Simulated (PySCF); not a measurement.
S2SiH4, in a box:

```
CELL_PARAMETERS angstrom
13.00000 0.00000 0.00000
0.00000 12.00000 0.00000
0.00000 0.00000 12.00000
ATOMIC_POSITIONS crystal
S 0.39035 0.42595 0.46213
Si 0.50121 0.53954 0.52828
S 0.62125 0.44690 0.60515
H 0.35514 0.49883 0.38602
H 0.53821 0.61158 0.43612
H 0.45999 0.60968 0.61965
H 0.64686 0.39192 0.51157
```

Base run:

- Program: PySCF 2.14.0
- Functional: B3LYP
- Potentials or basis: def2-svp (all-electron)
- k mesh: 1 × 1 × 1
- Occupations: fixed
- Spin: no spin polarisation

Its results: gap between the frontier levels 7.34 eV.

Problem. The run is repeated on the same cell with these changes: functional from B3LYP to PBE. What comes out?

Solution. Gap between the frontier levels 5.65 eV.

B3LYP gives the wider gap, since exact exchange removes part of the self-interaction.

Caveats: this is a molecule in a periodic box at the Γ point, so its band gap is the HOMO-LUMO gap; the basis of atomic orbitals isn't converged, which shifts pressures, moduli and gaps.

